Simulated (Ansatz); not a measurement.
Runs of Ansatz 0.2.0 on NiMoIrPdW. It takes space group Cm (No. 8, monoclinic). The conventional cell has a = 4.689 Å, b = 2.863 Å, c = 11.144 Å, α = 90.00°, β = 101.20°, γ = 90.00°. Ni (site symmetry m) is surrounded by 3 Ir at 2.59 to 2.61 Å and 3 Pd at 2.67 to 2.68 Å and 6 Ni at 2.75 to 2.86 Å. Around Mo (site symmetry m) lie 3 Ir at 2.68 Å and 6 Mo at 2.75 to 2.86 Å and 2 W at 2.78 Å. Around Pd (site symmetry m) lie 3 Ni at 2.67 to 2.68 Å and 3 W at 2.74 to 2.75 Å and 6 Pd at 2.75 to 2.86 Å. Around Ir (site symmetry m) lie 3 Ni at 2.59 to 2.61 Å and 3 Mo at 2.68 Å and 6 Ir at 2.75 to 2.86 Å. W (site symmetry m) is surrounded by 3 Pd at 2.74 to 2.75 Å and 6 W at 2.75 to 2.86 Å and 2 Mo at 2.78 Å. The cell was built by a generator and needn't be a form met in nature.

| task | level | cell | k mesh | target pressure (GPa) | points for each segment of the path | gap on the mesh (eV) | pressure (GPa) | moment (μB) | largest force (eV/Å) |
| --- | --- | --- | --- | --- | --- | --- | --- | --- | --- |
| atomic charges | PBE | as given | 11 × 11 × 3 | - | - | none | 0.0 | 0.00 | 0.08 |
| relaxation of cell and atoms | PBE | relaxed to 5 GPa | 8 × 8 × 2 | 5 | - | none | 5.0 | 0.00 | - |
| band structure | PBEsol | as given | 11 × 11 × 3 | - | 14 | none | (a) | 0.00 | 0.06 |
| relaxation of cell and atoms | PBEsol | relaxed | 8 × 8 × 2 | - | - | none | 0.0 | 0.00 | - |
| projected density of states | PBE | as given | 11 × 11 × 3 | - | - | none | 0.0 | 0.00 | 0.08 |
| electron localisation function | PBE | as given | 11 × 11 × 3 | - | - | none | 0.0 | 0.00 | 0.08 |
| band structure | PBE | as given | 11 × 11 × 3 | - | 14 | none | 0.0 | 0.00 | 0.08 |
| relaxation of cell and atoms | PBE | relaxed to 2 GPa | 8 × 8 × 2 | 2 | - | none | 2.0 | 0.00 | - |

Alike in all rows: potentials or basis Ansatz PAW; spin collinear, ferromagnetic start; cutoff (eV) 420; smearing fermi-dirac 0.05 eV.

**Question.** Fill in the values left out.

**Answer.** (a) -9.1.

Caveats: the starting moments weren't kept; the plane-wave basis is chosen anew once the cell has moved, so the energies of steps on either side of that aren't comparable (some runs); spin-orbit coupling is left out, which moves the levels of the heavy elements (some runs); the PAW data sets come from PBE, with cores solved anew for the run's functional, which leaves a small shift of forces and pressure (some runs).

A k mesh can miss the band edges, and the runs leave out spin-orbit coupling on Ir, Mo, Pd, W.

A gap of «none» marks a metal or a gap under the smearing width.
